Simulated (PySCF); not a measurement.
# Br2Cl2Si: the cost of one run

Programs: PySCF 2.14.0, with density-fitted response routines of our own. Each step states its level of theory. These are calculated values for one molecule in the gas phase, unless marked as measured. Atoms are numbered from 0 throughout.

### Step 1. The molecule as given

5 atoms, charge 0, multiplicity 1; geometry from: GFN2-xTB. The atoms were then displaced at random by about 0.03 Å, so the start is not that level's minimum.

Bonds of the start (Å): Cl0–Si1 1.98, Si1–Cl2 1.97, Si1–Br3 2.13, Si1–Br4 2.20.

### Step 2. Geometry optimisation at PBE0-D3(BJ)/def2-SVP

The job: settings as JSON, then the geometry in Å.

```
{"job": {"xc": "PBE0", "basis": "def2-SVP", "d3": "d3bj", "grid": 1, "shake": 0.03, "kind": "geom"}, "charge": 0, "multiplicity": 1}
Cl    -0.935110    -0.014760     1.808330
Si     0.013770    -0.051850     0.065430
Cl     1.682440    -1.079550     0.238800
Br    -1.110920    -0.930370    -1.516190
Br     0.441910     1.971750    -0.692860
```

Started as:

```console
$ OMP_NUM_THREADS=1 python probes_run.py task.json out
```

The driver reads the jobs from task.json and runs them one after another.

**Question.** How long does this first job take on 1 thread of Arm Neoverse V1, shared host, and how much memory does it need?

About 65 s, with a peak of 0.49 GiB.
